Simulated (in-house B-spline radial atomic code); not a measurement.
# Ba²⁰⁺: excited configurations

Aim: the energies of several excited configurations of Ba²⁰⁺ above a reference configuration, each from its own self-consistent run.

The numbers are computed with in-house B-spline radial atomic code version 1 (Dirac-Hartree-Fock, average of configuration, Fermi nucleus, basis-set limit), except any that are marked as measured or tabulated.

## 1. The atom as given

* element: barium (Z = 56)
* charge: +20
* electrons: 36
* configuration: [Ar] 3d10 4s2 4p6
* Hamiltonian: Dirac-Coulomb
* nucleus: Fermi, rms radius 4.838 fm

The outer shells:

[Ar] 3d10 4s2 4p6
```
[Ar] core
3d [↑↓][↑↓][↑↓][↑↓][↑↓]
4s [↑↓]
4p [↑↓][↑↓][↑↓]
```

Settings, as recorded:

```ini
Z = 56
electrons = 36.0
configuration = [Ar] 3d10 4s2 4p6
hamiltonian = dirac
method = hf
spin_polarised = False
nucleus = fermi
rms_radius = 4.8378
mass_number = 138
atomic_mass = 137.905247059
speed_of_light = 137.035999084
```

This reference run was done before. Its total energy is -7972.386486 hartree, and its levels are (the highest eight at most):

| orbital | occupation | energy (eV) | <r> (bohr) |
| --- | --- | --- | --- |
| 3s1/2 | 2 | -1840.60 | 0.2879 |
| 3p1/2 | 2 | -1686.79 | 0.2779 |
| 3p3/2 | 4 | -1609.38 | 0.2891 |
| 3d3/2 | 4 | -1343.44 | 0.2604 |
| 3d5/2 | 6 | -1327.06 | 0.2639 |
| 4s1/2 | 2 | -732.04 | 0.6250 |
| 4p1/2 | 2 | -666.47 | 0.6349 |
| 4p3/2 | 4 | -646.65 | 0.6532 |

## 2. Run with [Ar] 3d10 4s2 4p5 8g1

Settings, as recorded:

```ini
Z = 56
electrons = 36.0
configuration = [Ar] 3d10 4s2 4p5 8g1
hamiltonian = dirac
method = hf
spin_polarised = False
nucleus = fermi
rms_radius = 4.8378
mass_number = 138
atomic_mass = 137.905247059
speed_of_light = 137.035999084
```

## 3. Configuration [Ne] 3s2 3p5 3d10 4s2 4p6 8d1

Changes to the settings of step 2:

```diff
@@ -2,3 +2,3 @@
 electrons = 36.0
-configuration = [Ar] 3d10 4s2 4p5 8g1
+configuration = [Ne] 3s2 3p5 3d10 4s2 4p6 8d1
 hamiltonian = dirac
```

## 4. Configuration [Ar] 3d9 4s2 4p6 5p1

Changes to the settings of step 3:

```diff
@@ -2,3 +2,3 @@
 electrons = 36.0
-configuration = [Ne] 3s2 3p5 3d10 4s2 4p6 8d1
+configuration = [Ar] 3d9 4s2 4p6 5p1
 hamiltonian = dirac
```

## 5. [Ar] 3d10 4s2 4p5 6p1

Changes to the settings of step 4:

```diff
@@ -2,3 +2,3 @@
 electrons = 36.0
-configuration = [Ar] 3d9 4s2 4p6 5p1
+configuration = [Ar] 3d10 4s2 4p5 6p1
 hamiltonian = dirac
```

## 6. Run with [Ar] 3d10 4s2 4p5 6f1

Changes to the settings of step 5:

```diff
@@ -2,3 +2,3 @@
 electrons = 36.0
-configuration = [Ar] 3d10 4s2 4p5 6p1
+configuration = [Ar] 3d10 4s2 4p5 6f1
 hamiltonian = dirac
```

How far above the reference does each configuration lie (order and size, in eV)?

The runs gave:

| net move | configuration | energy above the reference (eV) | with Breit, QED, recoil (eV) | largest <r> (bohr) |
| --- | --- | --- | --- | --- |
| 4p → 6p | [Ar] 3d10 4s2 4p5 6p1 | 423.56 | 423.19 | 1.85 |
| 4p → 6f | [Ar] 3d10 4s2 4p5 6f1 | 469.37 | 468.90 | 2.05 |
| 4p → 8g | [Ar] 3d10 4s2 4p5 8g1 | 557.01 | 556.54 | 4.00 |
| 3d → 5p | [Ar] 3d9 4s2 4p6 5p1 | 966.46 | 966.01 | 1.18 |
| 3p → 8d | [Ne] 3s2 3p5 3d10 4s2 4p6 8d1 | 1519.60 | 1517.67 | 3.78 |

Quantum defects of the promoted electron, δ = n − ζ/√(−2ε) with ζ = 21 and ε its orbital energy in hartree:

| promotion | δ |
| --- | --- |
| 4p → 6p | 0.882 |
| 4p → 6f | 0.278 |
| 4p → 8g | 0.077 |
| 3d → 5p | 0.919 |
| 3p → 8d | 0.608 |

**Reading.** At the bottom stands 4p → 6p (423.56 eV), at the top 3p → 8d (1519.60 eV). Koopmans' estimate of the ionisation threshold is 646.65 eV; 2 configurations exceed it by over 2 % and could autoionise. Of those tabulated, the defect is largest for 5p (0.92) and least for 8g (0.08); at this charge much of the defect is relativistic. Two partly filled shells share a symmetry and can mix in the average, which may lower the energy, for: 4p → 6p. These are averages over configurations, without correlation, not spectroscopic levels.
